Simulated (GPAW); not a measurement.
# GeH2ClO (SMILES [OH][GeH][Cl]) at 4 levels

Wanted: a comparison of 4 runs (U-revPBE-D4/real-space grid, UPBE/real-space grid, UPBE/dzp, URPBE/dzp) of GeH2ClO. Input form: an ASE script.

Program for the calculation: GPAW 26.7.0.

3 further runs of the same task are left out: 2 that didn't finish, 1 set aside as unsound or not needed. Runs told in other sessions of the task aren't counted.

## (1) Starting point

The species is GeH2ClO (5 atoms), meant as a doublet with charge 0. As SMILES, `[OH][GeH][Cl]`. Geometry: a GFN2-xTB relaxation, a rough one for these elements and not checked as a minimum. This is one conformer, not always the lowest.

Bond lengths: O1–Ge2 1.782 Å, Ge2–Cl3 2.137 Å, O1–H4 0.954 Å, Ge2–H5 1.671 Å. Angles: O1–Ge2–Cl3 98.4°, O1–Ge2–H5 102.2°, Cl3–Ge2–H5 105.2°, Ge2–O1–H4 121.4°.

## (2) Energy and one-electron properties at U-revPBE-D4/real-space grid (scalar-relativistic datasets) (run 1)

Contents of run.py:

```python
from ase.calculators.mixing import SumCalculator
from ase.io import write
from ase.io.zmatrix import parse_zmatrix
from ase.units import Bohr
from dftd4.ase import DFTD4
from gpaw import GPAW
from gpaw.utilities.adjust_cell import adjust_cell

mol = parse_zmatrix("""
O
Ge 1 1.781778
Cl 2 2.137245 1 98.38385
H 1 0.953959 2 121.37602 3 179.03815
H 2 1.671106 1 102.19467 4 -73.3037
""")
adjust_cell(mol, 4.5, h=0.22)
mol.set_initial_magnetic_moments([0.333333, 0.333333, 0.333333, 0.0, 0.0])

calculator = GPAW(mode='fd',
                  occupations={'name': 'fermi-dirac', 'width': 0.0, 'fixmagmom': True},
                  poissonsolver={'name': 'fast'},
                  h=0.22,
                  xc='revPBE',
                  symmetry='off',
                  maxiter=150,
                  txt='-')
mol.calc = SumCalculator([DFTD4(method='revPBE'), calculator])

energy = mol.get_potential_energy()
print(f'Energy = {energy:.5f} eV')
forces = mol.get_forces()
print('Forces (eV/Ang)')
for symbol, f in zip(mol.symbols, forces):
    print(f'{symbol:2} {f[0]:9.4f} {f[1]:9.4f} {f[2]:9.4f}')
print('Moments:', calculator.get_magnetic_moments(mol).round(3))
write('density.cube', mol, data=calculator.get_all_electron_density(gridrefinement=2) * Bohr**3)
```

Started as:

```bash
$ OMP_NUM_THREADS=1 python run.py
```

Standard output:

```text
[...]
Number of symmetries: 1
[...]
  Number of IBZ points: 1
[...]
Spin-components: 2 (collinear spins)
Bands:           14
[...]
  Valence electrons: 19.0
[...]
  Grid points: [56 56 52]
  Charge: 0.0  # |e|
[...]
    cutoffs:
[...]
occupation numbers:
  Fixed magnetic moment: 1.000
[...]
xc functional:
  name: revPBE with 2 nearest neighbor stencil
[...]
|iter     |     time |      energy | eigst |  dens |  magmom |
[...]
|iter:   1| 00:00:02 |  -21.733275 | +0.73 |       |  +0.9948|
[...]
|iter:  15| 00:00:20 |  -19.806626c| -7.53c| -5.54c|  +1.0000|
Converged in 15 steps
[...]
Energy contributions relative to reference atoms: (reference = -71727.631356)
Energy contributions:
  Kinetic:          31.185227
  Coulomb:         -32.902473
  Zero:              1.166783
  External:          0.000000
  Xc:              -19.256163
  Entropy:           0.000000
  Spinorbit:         0.000000
  ----------------------------
  Free energy:     -19.806626
  Extrapolated:    -19.806626
dipole moment: (-0.013463, -0.579458, -0.032425)  # |e|*Ang
Total magnetic moment: (0.000000, 0.000000, 0.999999)
Local magnetic moments
|        x |        y |         z |
|----------|----------|-----------|
| 0.000000 | 0.000000 |  0.086154 |  # O    0
| 0.000000 | 0.000000 |  0.173568 |  # Ge   1
| 0.000000 | 0.000000 |  0.052157 |  # Cl   2
| 0.000000 | 0.000000 | -0.000788 |  # H    3
| 0.000000 | 0.000000 |  0.070033 |  # H    4
Fermi levels: -5.791, -4.624
Eigenvalues  # (at kpt = [0.000, 0.000, 0.000])
| band index |      eig [eV] | occ [0-1] |      eig [eV] | occ [0-1] |
|------------|---------------|-----------|---------------|-----------|
|          0 |       -25.041 |     1.000 |       -24.848 |     1.000 |
|          1 |       -20.520 |     1.000 |       -20.406 |     1.000 |
|          2 |       -14.328 |     1.000 |       -14.110 |     1.000 |
|          3 |       -11.460 |     1.000 |       -11.181 |     1.000 |
|          4 |        -9.630 |     1.000 |        -9.420 |     1.000 |
|          5 |        -9.115 |     1.000 |        -8.701 |     1.000 |
|          6 |        -8.004 |     1.000 |        -7.871 |     1.000 |
|          7 |        -7.794 |     1.000 |        -7.638 |     1.000 |
|          8 |        -7.707 |     1.000 |        -7.514 |     1.000 |
|          9 |        -5.791 |     1.000 |        -4.624 |     0.000 |
|         10 |        -1.275 |     0.000 |        -1.040 |     0.000 |
|         11 |        -0.824 |     0.000 |        -0.593 |     0.000 |
[...]
Gap: 1.722 eV
Transition (v -> c):
[...]
Forces (eV/Ang)
O    -0.9253    0.8496   -0.2355
Ge    0.5924   -1.0054    1.0346
Cl    0.2761    0.8469   -0.0766
H    -0.1685   -0.8743   -0.0136
H     0.0675    0.0709   -0.7230
Moments: [ 0.086  0.174  0.052 -0.001  0.07 ]
```

It took 21 s on 1 thread of Arm Neoverse V2, shared host; peak memory 0.59 GiB.

## (3) The charge distribution at UPBE/real-space grid (scalar-relativistic datasets) (run 2)

Contents of gs.py:

```python
import numpy as np
from ase import Atoms
from ase.units import Bohr, Debye
from gpaw import GPAW

positions_bohr = np.array(
              [[ -1.771769,  -0.498566,  -1.177526],
               [  0.307723,   0.080805,   1.406504],
               [  3.003474,  -2.831906,   0.657492],
               [ -3.263236,   0.484393,  -1.420677],
               [  1.723808,   2.765274,   0.534226]])
atoms = Atoms(['O', 'Ge', 'Cl', 'H', 'H'], positions=positions_bohr * Bohr)
atoms.center(vacuum=4.5)
atoms.set_initial_magnetic_moments([0.333333, 0.333333, 0.333333, 0.0, 0.0])

calc = GPAW(mode='fd',
            symmetry='off',
            xc='PBE',
            maxiter=150,
            h=0.18,
            occupations={'name': 'fermi-dirac', 'width': 0.0, 'fixmagmom': True},
            txt='-')
atoms.calc = calc

energy = atoms.get_potential_energy()
print(f'Energy = {energy:.5f} eV')
forces = atoms.get_forces()
print('Forces (eV/Ang)')
for symbol, f in zip(atoms.symbols, forces):
    print(f'{symbol:2} {f[0]:9.4f} {f[1]:9.4f} {f[2]:9.4f}')
dipole = atoms.get_dipole_moment() / Debye
print(f'Dipole: {np.linalg.norm(dipole):.3f} D')
print('Moments:', atoms.get_magnetic_moments().round(3))
```

Started as:

```bash
$ python gs.py
```

Standard output:

```text
[...]
Number of symmetries: 1
[...]
  Number of IBZ points: 1
[...]
Spin-components: 2 (collinear spins)
Bands:           14
[...]
  Valence electrons: 19.0
[...]
  Grid points: [68 68 60]
  Charge: 0.0  # |e|
[...]
    cutoffs:
[...]
occupation numbers:
  Fixed magnetic moment: 1.000
[...]
xc functional:
  name: PBE with 2 nearest neighbor stencil
[...]
|iter     |     time |      energy | eigst |  dens |  magmom |
[...]
|iter:   1| 00:00:03 |  -22.248469 | +0.84 |       |  +0.9950|
[...]
|iter:  15| 00:00:33 |  -20.303144c| -7.54c| -5.47c|  +1.0000|
Converged in 15 steps
[...]
Energy contributions relative to reference atoms: (reference = -71718.419874)
Energy contributions:
  Kinetic:          30.060043
  Coulomb:         -31.288273
  Zero:              0.642612
  External:          0.000000
  Xc:              -19.717527
  Entropy:           0.000000
  Spinorbit:         0.000000
  ----------------------------
  Free energy:     -20.303144
  Extrapolated:    -20.303144
dipole moment: (-0.360305, 0.421570, 0.181483)  # |e|*Ang
Total magnetic moment: (0.000000, 0.000000, 0.999999)
Local magnetic moments
|        x |        y |         z |
|----------|----------|-----------|
| 0.000000 | 0.000000 |  0.086539 |  # O    0
| 0.000000 | 0.000000 |  0.170911 |  # Ge   1
| 0.000000 | 0.000000 |  0.052829 |  # Cl   2
| 0.000000 | 0.000000 | -0.000720 |  # H    3
| 0.000000 | 0.000000 |  0.071695 |  # H    4
Fermi levels: -5.820, -4.729
Eigenvalues  # (at kpt = [0.000, 0.000, 0.000])
| band index |      eig [eV] | occ [0-1] |      eig [eV] | occ [0-1] |
|------------|---------------|-----------|---------------|-----------|
|          0 |       -25.103 |     1.000 |       -24.912 |     1.000 |
|          1 |       -20.576 |     1.000 |       -20.463 |     1.000 |
|          2 |       -14.412 |     1.000 |       -14.203 |     1.000 |
|          3 |       -11.527 |     1.000 |       -11.255 |     1.000 |
|          4 |        -9.701 |     1.000 |        -9.493 |     1.000 |
|          5 |        -9.189 |     1.000 |        -8.782 |     1.000 |
|          6 |        -8.066 |     1.000 |        -7.934 |     1.000 |
|          7 |        -7.864 |     1.000 |        -7.701 |     1.000 |
|          8 |        -7.773 |     1.000 |        -7.578 |     1.000 |
|          9 |        -5.820 |     1.000 |        -4.729 |     0.000 |
|         10 |        -1.345 |     0.000 |        -1.099 |     0.000 |
|         11 |        -0.864 |     0.000 |        -0.632 |     0.000 |
[...]
Gap: 1.758 eV
Transition (v -> c):
[...]
Forces (eV/Ang)
O     0.0906   -0.9749   -0.5973
Ge    0.2994    1.4811    0.0453
Cl    0.5542   -0.5615    0.0158
H    -0.6807    0.6483    0.1247
H    -0.2876   -0.5803    0.4486
Dipole: 2.803 D
Moments: [ 0.087  0.171  0.053 -0.001  0.072]
```

It took 34 s on 1 thread of Arm Neoverse V2, shared host; peak memory 0.93 GiB.

## (4) Energy and one-electron properties at UPBE/dzp (scalar-relativistic datasets) (run 3)

Contents of gs.xyz:

```xyz
5

O     -0.937580    -0.263830    -0.623120
Ge     0.162840     0.042760     0.744290
Cl     1.589370    -1.498580     0.347930
H     -1.726830     0.256330    -0.751790
H      0.912200     1.463320     0.282700
```

Contents of gs_sp.py:

```python
import numpy as np
from ase.io import read
from ase.units import Debye
from gpaw import GPAW

# Set up the molecule
system = read("gs.xyz")
system.center(vacuum=4.5)
system.set_initial_magnetic_moments([0.333333, 0.333333, 0.333333, 0.0, 0.0])

# Ground state
calculator = GPAW(mode="lcao",
                  occupations={"name": "fermi-dirac", "width": 0.0, "fixmagmom": True},
                  symmetry="off",
                  basis="dzp",
                  maxiter=150,
                  h=0.18,
                  xc="PBE",
                  txt="-")
system.calc = calculator

energy = system.get_potential_energy()
print(f"Energy                  {energy:.5f} eV")
forces = system.get_forces()
print("Forces (eV/Ang)")
for symbol, f in zip(system.symbols, forces):
    print(f'{symbol:2} {f[0]:9.4f} {f[1]:9.4f} {f[2]:9.4f}')
dipole = system.get_dipole_moment() / Debye
print(f"Dipole: {np.linalg.norm(dipole):.3f} D")
print("Moments:", system.get_magnetic_moments().round(3))
```

Started as:

```bash
$ python gs_sp.py
```

Standard output:

```text
[...]
Number of symmetries: 1
[...]
  Number of IBZ points: 1
[...]
basis functions: 49
Spin-components: 2 (collinear spins)
Bands:           14
[...]
  Valence electrons: 19.0
[...]
  Grid points: [68 68 60]
  Charge: 0.0  # |e|
[...]
    cutoffs:
[...]
occupation numbers:
  Fixed magnetic moment: 1.000
[...]
xc functional:
  name: PBE with 2 nearest neighbor stencil
[...]
|iter     |     time |      energy | eigst |  dens |  magmom |
[...]
|iter:   1| 00:00:05 |  -19.726795 |      c|       |  +0.9990|
[...]
|iter:  11| 00:00:15 |  -18.336610c|      c| -4.31c|  +1.0000|
Converged in 11 steps
[...]
Energy contributions relative to reference atoms: (reference = -71718.419874)
Energy contributions:
  Kinetic:          41.031997
  Coulomb:         -38.402050
  Zero:              0.298493
  External:          0.000000
  Xc:              -21.265050
  Entropy:           0.000000
  Spinorbit:         0.000000
  ----------------------------
  Free energy:     -18.336610
  Extrapolated:    -18.336610
dipole moment: (-0.346057, 0.388335, 0.167094)  # |e|*Ang
Total magnetic moment: (0.000000, 0.000000, 0.999997)
Local magnetic moments
|        x |        y |         z |
|----------|----------|-----------|
| 0.000000 | 0.000000 |  0.099358 |  # O    0
| 0.000000 | 0.000000 |  0.169937 |  # Ge   1
| 0.000000 | 0.000000 |  0.057216 |  # Cl   2
| 0.000000 | 0.000000 | -0.000832 |  # H    3
| 0.000000 | 0.000000 |  0.070148 |  # H    4
Fermi levels: -5.398, -4.353
Eigenvalues  # (at kpt = [0.000, 0.000, 0.000])
| band index |      eig [eV] | occ [0-1] |      eig [eV] | occ [0-1] |
|------------|---------------|-----------|---------------|-----------|
|          0 |       -24.812 |     1.000 |       -24.595 |     1.000 |
|          1 |       -20.139 |     1.000 |       -20.017 |     1.000 |
|          2 |       -14.124 |     1.000 |       -13.915 |     1.000 |
|          3 |       -11.189 |     1.000 |       -10.910 |     1.000 |
|          4 |        -9.324 |     1.000 |        -9.100 |     1.000 |
|          5 |        -8.798 |     1.000 |        -8.354 |     1.000 |
|          6 |        -7.603 |     1.000 |        -7.450 |     1.000 |
|          7 |        -7.349 |     1.000 |        -7.174 |     1.000 |
|          8 |        -7.280 |     1.000 |        -7.081 |     1.000 |
|          9 |        -5.398 |     1.000 |        -4.353 |     0.000 |
|         10 |        -0.440 |     0.000 |        -0.103 |     0.000 |
|         11 |         0.124 |     0.000 |         0.388 |     0.000 |
[...]
Gap: 1.684 eV
Transition (v -> c):
[...]
Forces (eV/Ang)
O     0.3820   -1.5070   -0.8546
Ge    0.2483    1.6639    0.4592
Cl    0.7574   -0.7877   -0.0447
H    -1.2420    1.0703    0.0688
H    -0.2050   -0.4305    0.4115
Dipole: 2.624 D
Moments: [ 0.099  0.17   0.057 -0.001  0.07 ]
```

Run time: 16 s. Hardware: 1 thread of Arm Neoverse V2, shared host; peak memory 0.99 GiB.

## (5) The solvation energy at URPBE/dzp (scalar-relativistic datasets, continuum, electrostatics alone, water's cavity dichloromethane) (run 4)

Contents of molecule.xyz:

```xyz
5

O     -0.937580    -0.263830    -0.623120
Ge     0.162840     0.042760     0.744290
Cl     1.589370    -1.498580     0.347930
H     -1.726830     0.256330    -0.751790
H      0.912200     1.463320     0.282700
```

Contents of molecule_solv.py:

```python
import numpy as np
from ase.io import read
from ase.units import Debye, kcal, mol
from gpaw import GPAW
from gpaw.solvation import EffectivePotentialCavity, GradientSurface, LinearDielectric, Power12Potential, SolvationGPAW

# Structure
atoms = read('molecule.xyz')
atoms.set_cell([14.0, 14.0, 14.0])
atoms.center()
atoms.set_initial_magnetic_moments([1 / len(atoms)] * len(atoms))

# GPAW settings
calc = GPAW(mode='lcao',
            basis='dzp',
            h=0.18,
            xc='RPBE',
            occupations={'name': 'fermi-dirac', 'width': 0.0, 'fixmagmom': True},
            maxiter=120,
            symmetry='off',
            legacy_gpaw=True,
            txt='-')
atoms.calc = calc
e_gas = atoms.get_potential_energy()
mu_gas = np.linalg.norm(atoms.get_dipole_moment()) / Debye

# Dielectric constant of dichloromethane; cavity of the water model, electrostatics alone
solvent = dict(cavity=EffectivePotentialCavity(effective_potential=Power12Potential(atomic_radii={'H': 1.09}, u0=0.18),
                                               temperature=298.15, surface_calculator=GradientSurface()),
               dielectric=LinearDielectric(epsinf=8.93),
               interactions=[])
calc = SolvationGPAW(mode='lcao',
                     h=0.18,
                     occupations={'name': 'fermi-dirac', 'width': 0.0, 'fixmagmom': True},
                     xc='RPBE',
                     symmetry='off',
                     maxiter=120,
                     basis='dzp',
                     txt='-',
                     **solvent)
atoms.calc = calc
e_sol = atoms.get_potential_energy()
mu_sol = np.linalg.norm(atoms.get_dipole_moment()) / Debye
dg = (e_sol - e_gas) / (kcal / mol)
print(f'Electrostatic solvation energy{dg:.2f} kcal/mol')
print(f'Dipole {mu_gas:.3f} D in gas, {mu_sol:.3f} D in solution')
```

Started as:

```bash
$ python3 -u molecule_solv.py | tee molecule_solv.out
```

Standard output:

```text
[...]
    cutoffs:
[...]
  Total Charge: 0.000000
[...]
Number of atoms: 5
[...]
Number of bands in calculation: 14
Number of valence electrons: 19
[...]
iter:   1 hh:mm:ss   -19.100992        c          +0.9991
[...]
Converged after 11 iterations.
Dipole moment: (-0.346160, 0.372075, 0.171371) |e|*Ang
Total magnetic moment: (0.000000, 0.000000, 1.000008)
[...]
Fermi levels: -2.31020, -4.81223
[...]
      Finite-difference x-derivative with O(h^6) error (6 points)
      Finite-difference y-derivative with O(h^6) error (6 points)
      Finite-difference z-derivative with O(h^6) error (6 points)
    Max iterations: 1000
[...]
iter:  11 hh:mm:ss   -17.784261c       c -4.36c   +1.0000
Converged after 11 iterations.
Dipole moment: (-0.429596, 0.482802, 0.213192) |e|*Ang
Total magnetic moment: (0.000000, 0.000000, 1.000008)
Local magnetic moments:
   0 O  ( 0.000000,  0.000000,  0.097530)
   1 Ge ( 0.000000,  0.000000,  0.178570)
   2 Cl ( 0.000000,  0.000000,  0.053117)
   3 H  ( 0.000000,  0.000000, -0.000882)
   4 H  ( 0.000000,  0.000000,  0.068420)
Energy contributions relative to reference atoms: (reference = -71730.945887)
Kinetic:        +44.051912
Potential:      -41.294998
External:        +0.000000
XC:             -20.919238
Entropy (-ST):   +0.000000
Local:           +0.378063
--------------------------
Free energy:    -17.784261
Extrapolated:   -17.784261
Solvation cavity surface area: 119.08595
Solvation cavity volume: not calculated (no calculator defined)
Spin contamination: 0.024630 electrons
[...]
 Band  Eigenvalues  Occupancy  Eigenvalues  Occupancy
    0    -24.68137    1.00000    -24.46491    1.00000
    1    -20.18212    1.00000    -20.06323    1.00000
    2    -13.93205    1.00000    -13.70889    1.00000
    3    -11.01522    1.00000    -10.73921    1.00000
    4     -9.25367    1.00000     -9.02765    1.00000
    5     -8.67951    1.00000     -8.25122    1.00000
    6     -7.61007    1.00000     -7.49046    1.00000
    7     -7.37084    1.00000     -7.19698    1.00000
    8     -7.21415    1.00000     -6.97562    1.00000
    9     -5.27085    1.00000     -4.11759    0.00000
   10     -0.20251    0.00000      0.16103    0.00000
   11      0.32389    0.00000      0.62403    0.00000
   12      0.98337    0.00000      1.56241    0.00000
   13      2.90963    0.00000      3.04354    0.00000
Fermi levels: -2.16005, -4.69422
Electrostatic solvation energy-4.25 kcal/mol
Dipole 2.576 D in gas, 3.269 D in solution
```

Run time: 98 s. Hardware: 1 thread of Arm Neoverse V2, shared host; peak memory 1.6 GiB.

## (6) All runs side by side

| run | level | grid spacing | box rule | energy (Eh) | dipole moment (D) | HOMO energy (eV) | LUMO energy (eV) | wall time |
| --- | --- | --- | --- | --- | --- | --- | --- | --- |
| 1 | U-revPBE-D4/real-space grid (scalar-relativistic datasets) | 0.22 | adjust | -2636.679652 | 2.79 | -5.79 | -4.62 | 21 s |
| 2 | UPBE/real-space grid (scalar-relativistic datasets) | 0.18 | center | -2636.349445 | 2.80 | -5.82 | -4.73 | 34 s |
| 3 | UPBE/dzp (scalar-relativistic datasets) | 0.18 | center | -2636.277176 | 2.62 | -5.40 | -4.35 | 16 s |
| 4 | URPBE/dzp (scalar-relativistic datasets, continuum, electrostatics alone, water's cavity dichloromethane) | 0.18 | cube | -2636.717200 | 3.27 | -5.27 | -4.12 | 98 s |

## (7) Summary of results

| quantity | value |
| --- | --- |
| run 4: energy as printed (from the program's reference atoms) | -17.7843 eV |
| run 4: dipole moment | 3.27 D |
| run 4: HOMO energy (highest over α and β) | -5.27 eV |
| run 4: LUMO energy (lowest over α and β) | -4.12 eV |

In words: The dipole moment (its size) runs from 2.62 D (UPBE/dzp) to 3.27 D (URPBE/dzp). The two ends differ in method and solvent. Totals of different functionals can't be ranked against each other. All runs together took 2.8 min, the longest 98 s.
